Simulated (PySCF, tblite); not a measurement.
# C9H9PS: geometry, infrared bands and NMR shifts

Wanted: the infrared bands and NMR shifts of C9H9PS (`C#CCP(C=C)c1cccs1`), by calculation.

Computed with tblite 0.8.0 and PySCF 2.14.0, with density-fitted response routines of our own, on a single molecule in the gas phase. Atoms are numbered from 0 throughout.

### 1 Starting geometry

20 atoms, charge 0, multiplicity 1; geometry from: force field or distance geometry start.

Bonds of the start (Å): C0–C1 1.21, C1–C2 1.45, C2–P3 1.83, P3–C4 1.84, C4–C5 1.33, P3–C6 1.83, C6–C7 1.35, C7–C8 1.36, C8–C9 1.37, C9–S10 1.82, S10–C6 1.78, C0–H11 1.08, C2–H12 1.14, C2–H13 1.11, C4–H14 1.07, C5–H15 1.08, C5–H16 1.09, C7–H17 1.11, C8–H18 1.10, C9–H19 1.09.

### 2 Optimising the geometry with GFN2-xTB

Job settings and geometry (Å):

```
{"job": {"kind": "relax", "xc": "GFN2-xTB", "basis": "xTB"}, "charge": 0, "multiplicity": 1}
C     -2.155300    -2.531700     0.329800
C     -1.973200    -1.631700    -0.461900
C     -1.729900    -0.558600    -1.406200
P     -0.562900     0.719200    -0.808800
C     -1.425000     1.722000     0.468100
C     -1.248600     3.034800     0.410300
C      0.928000    -0.077400    -0.096300
C      2.206700     0.144600    -0.476600
C      3.174600    -0.550900     0.171200
C      2.745600    -1.395300     1.158800
S      0.929600    -1.273000     1.222700
H     -2.350400    -3.335900     1.024200
H     -2.730700    -0.019900    -1.531800
H     -1.507300    -0.971500    -2.414700
H     -2.040100     1.222600     1.185100
H     -0.603400     3.457900    -0.348600
H     -1.746200     3.660000     1.157400
H      2.442600     0.847900    -1.298000
H      4.245400    -0.438500    -0.063400
H      3.395500    -2.014000     1.775600
```

Started as:

```sh
$ OMP_NUM_THREADS=1 python probes_run.py task.json out
```

This one command runs all jobs of the session in turn.

What it wrote:

```text
step      E/eV     max force
  0    -801.40125    3.249
  1    -801.73827    2.459
  2    -801.80020    4.559
  3    -801.94495    0.761
  4    -801.98131    0.493
  5    -802.02339    0.363
  6    -802.04438    0.401
  7    -802.06819    0.410
  8    -802.09197    0.364
  9    -802.11428    0.353
 10    -802.13211    0.450
 11    -802.14476    0.374
 12    -802.15291    0.199
 13    -802.16002    0.225
 14    -802.16823    0.233
 15    -802.17706    0.216
 16    -802.18573    0.254
 17    -802.19324    0.204
 18    -802.20040    0.197
 19    -802.20797    0.188
 20    -802.21595    0.198
 21    -802.22399    0.214
 22    -802.23251    0.243
 23    -802.24217    0.237
 24    -802.25199    0.232
 25    -802.25999    0.214
 26    -802.26552    0.173
 27    -802.26928    0.144
 28    -802.27226    0.118
 29    -802.27477    0.114
 30    -802.27695    0.120
 31    -802.27911    0.139
 32    -802.28138    0.128
 33    -802.28357    0.124
 34    -802.28564    0.130
 35    -802.28780    0.128
 36    -802.29041    0.131
 37    -802.29361    0.146
 38    -802.29730    0.195
 39    -802.30147    0.244
 40    -802.30632    0.246
 41    -802.31118    0.179
 42    -802.31466    0.136
 43    -802.31668    0.105
 44    -802.31794    0.100
 45    -802.31897    0.114
 46    -802.31997    0.109
 47    -802.32123    0.092
 48    -802.32208    0.094
 49    -802.32333    0.089
 50    -802.32474    0.106
 51    -802.32644    0.117
 52    -802.32800    0.096
 53    -802.32924    0.070
 54    -802.33014    0.074
 55    -802.33101    0.083
 56    -802.33215    0.101
 57    -802.33358    0.098
 58    -802.33498    0.081
 59    -802.33613    0.079
 60    -802.33724    0.070
 61    -802.33871    0.097
 62    -802.34052    0.118
 63    -802.34232    0.110
 64    -802.34388    0.108
 65    -802.34530    0.093
 66    -802.34693    0.101
 67    -802.34888    0.116
 68    -802.35084    0.156
 69    -802.35230    0.143
 70    -802.35326    0.073
 71    -802.35385    0.069
 72    -802.35446    0.074
 73    -802.35504    0.071
 74    -802.35561    0.096
 75    -802.35612    0.059
 76    -802.35662    0.050
 77    -802.35710    0.085
 78    -802.35763    0.059
 79    -802.35813    0.048
 80    -802.35852    0.040
 81    -802.35883    0.053
 82    -802.35922    0.078
 83    -802.35976    0.070
 84    -802.36038    0.053
 85    -802.36091    0.047
 86    -802.36139    0.066
 87    -802.36189    0.085
 88    -802.36240    0.062
 89    -802.36279    0.045
 90    -802.36306    0.043
 91    -802.36333    0.065
 92    -802.36370    0.088
 93    -802.36432    0.079
 94    -802.36482    0.037
 95    -802.36504    0.033
 96    -802.36525    0.041
 97    -802.36548    0.046
 98    -802.36580    0.045
 99    -802.36608    0.031
100    -802.36627    0.033
101    -802.36641    0.028
102    -802.36654    0.023
103    -802.36665    0.022
104    -802.36674    0.017
105    -802.36680    0.018
106    -802.36685    0.020
107    -802.36691    0.018
108    -802.36697    0.019
109    -802.36703    0.015
110    -802.36709    0.017
111    -802.36717    0.024
112    -802.36731    0.034
113    -802.36756    0.045
114    -802.36795    0.044
115    -802.36843    0.072
116    -802.36897    0.075
117    -802.36961    0.069
118    -802.37040    0.078
119    -802.37128    0.071
120    -802.37198    0.057
121    -802.37207    0.114
122    -802.37278    0.047
123    -802.37305    0.051
124    -802.37348    0.031
125    -802.37370    0.031
126    -802.37389    0.031
127    -802.37404    0.026
128    -802.37423    0.024
129    -802.37442    0.028
130    -802.37458    0.024
131    -802.37471    0.024
132    -802.37485    0.024
133    -802.37503    0.035
134    -802.37530    0.044
135    -802.37559    0.046
136    -802.37588    0.039
137    -802.37616    0.039
138    -802.37652    0.039
139    -802.37690    0.050
140    -802.37744    0.061
141    -802.37805    0.058
142    -802.37880    0.060
143    -802.37939    0.116
144    -802.37991    0.148
145    -802.38098    0.089
146    -802.38166    0.059
147    -802.38217    0.057
148    -802.38258    0.055
149    -802.38279    0.027
150    -802.38299    0.024
151    -802.38311    0.030
152    -802.38318    0.025
153    -802.38325    0.019
154    -802.38330    0.026
155    -802.38334    0.018
156    -802.38338    0.016
157    -802.38344    0.017
158    -802.38350    0.023
159    -802.38356    0.023
160    -802.38360    0.021
161    -802.38363    0.019
162    -802.38365    0.015
163    -802.38369    0.021
164    -802.38373    0.018
165    -802.38377    0.017
166    -802.38380    0.011
167    -802.38382    0.012
168    -802.38384    0.009
```

Run time: 1.6 s. Hardware: 1 thread of Arm Neoverse V2, shared host.

Step by step: (not every step is listed)

| step | energy from step 0 (eV) | largest force (eV/Å) |
| --- | --- | --- |
| 0 | 0.0000 | 3.2489 |
| 1 | -0.3370 | 2.4593 |
| 2 | -0.3990 | 4.5594 |
| 3 | -0.5437 | 0.7609 |
| 4 | -0.5801 | 0.4926 |
| 5 | -0.6221 | 0.3633 |
| 6 | -0.6431 | 0.4015 |
| 7 | -0.6669 | 0.4103 |
| 8 | -0.6907 | 0.3636 |
| 23 | -0.8409 | 0.2366 |
| 38 | -0.8960 | 0.1951 |
| 53 | -0.9280 | 0.0697 |
| 68 | -0.9496 | 0.1564 |
| 83 | -0.9585 | 0.0700 |
| 98 | -0.9646 | 0.0450 |
| 113 | -0.9663 | 0.0448 |
| 128 | -0.9730 | 0.0243 |
| 143 | -0.9781 | 0.1161 |
| 158 | -0.9823 | 0.0228 |
| 163 | -0.9824 | 0.0212 |
| 164 | -0.9825 | 0.0182 |
| 165 | -0.9825 | 0.0167 |
| 166 | -0.9825 | 0.0114 |
| 167 | -0.9826 | 0.0122 |
| 168 | -0.9826 | 0.0093 |

Distances of close pairs at the start and the end, largest changes first:

| bond | before (Å) | after (Å) | change (Å) |
| --- | --- | --- | --- |
| C9–S10 | 1.821 | 1.716 | -0.105 |
| C2–P3 | 1.831 | 1.885 | +0.055 |
| C7–C8 | 1.357 | 1.410 | +0.053 |
| C2–H12 | 1.143 | 1.095 | -0.049 |
| C6–S10 | 1.780 | 1.737 | -0.043 |
| C0–H11 | 1.080 | 1.049 | -0.031 |
| C7–H17 | 1.107 | 1.076 | -0.031 |
| C8–H18 | 1.102 | 1.076 | -0.026 |

The end geometry stands in the next job.

### 3 Vibrational analysis with GFN2-xTB

Job settings and geometry (Å):

```
{"job": {"kind": "ir", "xc": "GFN2-xTB", "basis": "xTB"}, "charge": 0, "multiplicity": 1}
C     -1.712097    -2.136693     0.340972
C     -1.609813    -1.343279    -0.550744
C     -1.433880    -0.352665    -1.579043
P     -0.397911     1.117327    -1.012667
C     -1.354057     1.530659     0.483407
C     -1.610032     2.783724     0.820832
C      0.935768     0.177788    -0.210202
C      2.023745    -0.343319    -0.849910
C      2.917983    -0.999809     0.019990
C      2.509740    -0.952585     1.313944
S      1.023400    -0.114957     1.499461
H     -1.824601    -2.852124     1.099673
H     -2.399694     0.044977    -1.906304
H     -0.923612    -0.790301    -2.442730
H     -1.703990     0.693034     1.078224
H     -1.261882     3.609554     0.221060
H     -2.172468     3.038282     1.705502
H      2.174541    -0.258279    -1.912154
H      3.824050    -1.480546    -0.303960
H      2.989661    -1.360110     2.181614
```

What it wrote:

```text
mode    cm-1     km/mol
  1      18.8      0.34
  2      39.9      0.18
  3      51.1      0.13
  4      88.3      0.46
  5     125.7      0.07
  6     147.2      0.49
  7     203.9      0.45
  8     236.2      0.89
  9     260.5      0.27
 10     291.4      0.21
 11     323.3      0.51
 12     382.8      1.52
 13     418.1      0.63
 14     473.3      4.37
 15     535.2      0.47
 16     556.8      2.64
 17     618.9     42.33
 18     631.9      3.69
 19     638.1     19.71
 20     689.1      3.93
 21     722.3     13.72
 22     729.7      9.65
 23     739.2     13.93
 24     805.7     18.55
 25     811.9      6.78
 26     847.3      0.19
 27     849.5     14.01
 28     905.1      7.89
 29     967.1     16.77
 30     999.9     11.81
 31    1004.0      9.25
 32    1004.4     15.67
 33    1075.8      0.43
 34    1092.9      1.47
 35    1103.4      2.78
 36    1179.9      2.89
 37    1183.4      2.36
 38    1220.8      5.82
 39    1331.4      3.06
 40    1395.9      0.71
 41    1398.4      2.30
 42    1435.1     12.41
 43    1533.3      5.43
 44    1661.9      0.30
 45    2278.5     14.09
 46    2927.0     12.50
 47    2938.9     10.90
 48    3004.1      8.42
 49    3082.3     19.72
 50    3106.9     23.77
 51    3115.3     13.01
 52    3126.6     28.19
 53    3160.5      9.71
 54    3397.7      5.90
```

It took 0.95 s on 1 thread of Arm Neoverse V2, shared host.

Which atoms move in the most intense modes:

| cm⁻¹ | km/mol | atoms |
| --- | --- | --- |
| 619 | 42.3 | H11 48 %, P3 18 %, C2 17 % |
| 638 | 19.7 | H11 68 %, C0 10 % |
| 806 | 18.6 | C2 25 %, H13 22 %, H12 22 % |
| 967 | 16.8 | C6 63 % |
| 1004 | 15.7 | H15 41 %, H14 40 % |
| 3082 | 19.7 | H16 62 %, H15 33 % |
| 3107 | 23.8 | H15 59 %, H16 31 % |
| 3127 | 28.2 | H18 69 %, H17 20 % |

### 4 Nuclear shieldings: PBE0/pcSseg-1

Settings changed since step 3:

```diff
@@ -1,2 +1,2 @@
-{"job": {"kind": "ir", "xc": "GFN2-xTB", "basis": "xTB"}, "charge": 0, "multiplicity": 1}
+{"job": {"kind": "nmr", "xc": "PBE0", "basis": "pcSseg-1"}, "charge": 0, "multiplicity": 1}
 C     -1.712097    -2.136693     0.340972
```

Method: GIAO PBE0/pcSseg-1 NMR shielding, non-relativistic, gas phase.

What it wrote:

```text
coarse grid: 18608 points
cycle   1  E = -1086.9051334102  dE =  1.849e+00  |g| = 4.969e-01  |ddm| = 4.688e+00
cycle   2  E = -1086.8896402968  dE =  1.549e-02  |g| = 5.466e-01  |ddm| = 1.212e+00
cycle   3  E = -1086.9662104711  dE = -7.657e-02  |g| = 1.219e-01  |ddm| = 7.019e-01
cycle   4  E = -1086.9700303398  dE = -3.820e-03  |g| = 4.540e-02  |ddm| = 1.942e-01
cycle   5  E = -1086.9705107251  dE = -4.804e-04  |g| = 1.738e-02  |ddm| = 6.597e-02
cycle   6  E = -1086.9705719871  dE = -6.126e-05  |g| = 7.099e-03  |ddm| = 2.089e-02
cycle   7  E = -1086.9705846124  dE = -1.263e-05  |g| = 1.932e-03  |ddm| = 8.530e-03
cycle   8  E = -1086.9705855527  dE = -9.402e-07  |g| = 5.363e-04  |ddm| = 2.472e-03
final grid: 172896 points
cycle   9  E = -1087.0414821242  dE = -3.854e-05  |g| = 1.039e-02  |ddm| = 5.474e-02
cycle  10  E = -1087.0414549635  dE =  2.716e-05  |g| = 1.439e-02  |ddm| = 2.579e-02
cycle  11  E = -1087.0415087332  dE = -5.377e-05  |g| = 2.547e-03  |ddm| = 1.763e-02
cycle  12  E = -1087.0415104995  dE = -1.766e-06  |g| = 4.564e-04  |ddm| = 3.060e-03
cycle  13  E = -1087.0415105371  dE = -3.761e-08  |g| = 2.557e-04  |ddm| = 6.249e-04
cycle  14  E = -1087.0415105532  dE = -1.614e-08  |g| = 7.043e-05  |ddm| = 2.910e-04
cycle  15  E = -1087.0415105543  dE = -1.059e-09  |g| = 2.628e-05  |ddm| = 8.746e-05
cycle  16  E = -1087.0415105545  dE = -1.751e-10  |g| = 5.694e-06  |ddm| = 3.300e-05
converged SCF energy = -1087.0415105545

GIAO shielding tensors (ppm)
atom      isotropic    diamagn.    paramagn.     s11        s22        s33       span
  0 C      106.860     257.674    -150.814     33.787     39.740    247.053    213.266
  1 C      103.554     264.454    -160.899      9.040     15.149    286.474    277.434
  2 C      160.935     253.210     -92.275    152.320    157.215    173.270     20.950
  3 P      374.600     966.913    -592.313    325.594    385.709    412.495     86.901
  4 C       41.338     263.404    -222.067    -78.542     39.221    163.335    241.877
  5 C       45.542     251.947    -206.405    -76.389     52.723    160.291    236.681
  6 C       34.939     268.081    -233.142    -40.019     19.139    125.697    165.716
  7 C       50.164     250.922    -200.758    -38.438     41.198    147.733    186.171
  8 C       55.391     255.398    -200.007    -25.978     42.577    149.572    175.550
  9 C       49.226     264.238    -215.012    -39.484     41.359    145.802    185.286
 10 S      242.153    1059.531    -817.378     71.808    259.870    394.781    322.972
 11 H       30.297      34.520      -4.223     24.138     26.345     40.408     16.270
 12 H       29.296      27.969       1.327     24.096     27.137     36.657     12.561
 13 H       29.118      29.682      -0.564     24.479     27.079     35.795     11.316
 14 H       24.095      33.745      -9.650     19.659     23.662     28.964      9.306
 15 H       25.209      30.261      -5.052     20.975     24.076     30.576      9.601
 16 H       25.238      28.748      -3.509     21.524     24.218     29.972      8.448
 17 H       24.442      32.404      -7.962     20.921     23.287     29.118      8.197
 18 H       24.459      30.241      -5.782     21.157     24.741     27.480      6.323
 19 H       24.379      31.775      -7.397     21.387     23.518     28.230      6.843
```

Wall time 64 s (1 thread of Arm Neoverse V2, shared host); peak memory 1.1 GiB.

The references, computed at this level on geometries of the same kind, shield at (ppm): ¹H TMS 31.72, ¹³C TMS 186.9, ³¹P H3PO4 318.4, ³³S CS2 504. Their shielding less the atom's gives the shift. The references are single molecules in the gas phase, so shifts against H2O, NH3, PH3, H3PO4 or CFCl3 are not on the usual liquid scales and can be off by tens of ppm. Atoms listed in one row are averaged.

| atoms | environment | σ (ppm) | δ (ppm) | δ scaled to CDCl3 |
| --- | --- | --- | --- | --- |
| C6 | substituted aromatic carbon next to the ring sulfur | 34.9 | 152.0 | 142.0 |
| C4 | alkene CH | 41.3 | 145.6 | 140.2 |
| C5 | terminal =CH2 carbon | 45.5 | 141.4 | 136.1 |
| C9 | aromatic CH next to the ring sulfur | 49.2 | 137.7 | 128.1 |
| C7 | aromatic CH | 50.2 | 136.8 | 131.6 |
| C8 | aromatic CH | 55.4 | 131.5 | 126.5 |
| C1 | alkyne carbon | 103.6 | 83.4 | 79.5 |
| C0 | terminal alkyne carbon | 106.9 | 80.1 | 76.2 |
| C2 | propargylic sp3 CH2 bonded to P | 160.9 | 26.0 | 23.5 |
| H14 | hydrogen on an alkene CH | 24.09 | 7.62 | 7.29 |
| H19 | hydrogen on an aromatic CH next to the ring sulfur | 24.38 | 7.34 | 7.02 |
| H17 | hydrogen on an aromatic CH | 24.44 | 7.28 | 6.96 |
| H18 | hydrogen on an aromatic CH | 24.46 | 7.26 | 6.95 |
| H15 | hydrogen on a terminal =CH2 carbon | 25.21 | 6.51 | 6.24 |
| H16 | hydrogen on a terminal =CH2 carbon | 25.24 | 6.48 | 6.21 |
| H12, H13 | hydrogen on a propargylic sp3 CH2 bonded to P | 29.21 | 2.51 | 2.47 |
| H11 | hydrogen on a terminal alkyne carbon | 30.30 | 1.42 | 1.44 |
| P3 | phosphorus bonded to 3 C | 374.6 | -56.2 | – |
| S10 | aromatic ring sulfur | 242 | 262 | – |

The scaled column applies a straight-line fit of computed shieldings to shifts measured in CDCl3, with any fitted terms for Cl, Br or S neighbours (root-mean-square error 0.16 ppm for H, 1.9 ppm for C).

The run also stored atomic charges by several schemes (e):

| atoms | Mulliken | IAO | Hirshfeld | ESP fit |
| --- | --- | --- | --- | --- |
| C0 | -0.33 | -0.26 | -0.12 | -0.29 |
| C1 | 0.14 | -0.03 | -0.05 | -0.22 |
| C2 | -0.30 | -0.45 | -0.10 | 0.10 |
| P3 | 0.56 | 0.54 | 0.17 | -0.36 |
| C4 | -0.48 | -0.35 | -0.10 | 0.26 |
| C5 | -0.10 | -0.27 | -0.08 | -0.52 |
| C6 | -0.60 | -0.37 | -0.09 | 0.13 |
| C7 | 0.00 | -0.18 | -0.08 | -0.07 |
| C8 | -0.05 | -0.18 | -0.07 | -0.38 |
| C9 | -0.27 | -0.32 | -0.08 | -0.15 |
| S10 | 0.30 | 0.35 | 0.12 | -0.02 |

Mayer bond orders: C0–C1 2.56, C1–C2 1.07, C2–P3 0.95, P3–C4 0.96, C4–C5 1.98, P3–C6 0.87, C6–C7 1.56, C7–C8 1.29, C8–C9 1.57, C9–S10 1.18, S10–C6 1.14.

Ring of atoms C6, C7, C8, C9, S10: NICS(0) -12.4, NICS(1) -11.5, NICS(1)zz -27.2 ppm (means of both faces).

### 5 What came out

| quantity | value |
| --- | --- |
| strongest single infrared mode (GFN2-xTB) | 619 cm⁻¹, 42 km/mol |
| zero-point energy (GFN2-xTB) | 89.9 kcal/mol |
| ¹³C shifts against TMS (PBE0/pcSseg-1) | 152.0, 145.6, 141.4, 137.7, 136.8, 131.5, 83.4, 80.1, 26.0 ppm |
| ¹H shifts against TMS (PBE0/pcSseg-1, means over atoms taken as alike) | 7.62, 7.34, 7.28, 7.26, 6.51, 6.48, 2.51, 1.42 ppm |
| ³¹P shifts against H3PO4 (PBE0/pcSseg-1) | -56.2 ppm |
| ³³S shifts against CS2 (PBE0/pcSseg-1) | 262 ppm |

In words: Over 168 steps the energy fell by 0.983 eV; of the close pairs, C9–S10 changed most, 1.821 to 1.716 Å. All 54 modes are real, so the xTB geometry is a minimum. The strongest single mode, at 619 cm⁻¹, has its largest shares on H11, P3 and C2 (the list is cut at 3 atoms). GFN2-xTB is a fitted tight-binding method: band positions and strengths are rough. Its intensities can rank the bands wrongly. At PBE0/pcSseg-1: The widest tensor belongs to S10: span 323 ppm, with a paramagnetic part of -817 ppm. NICS(1)zz of -27 ppm above the planar ring from C6 marks a diatropic (aromatic) ring current.
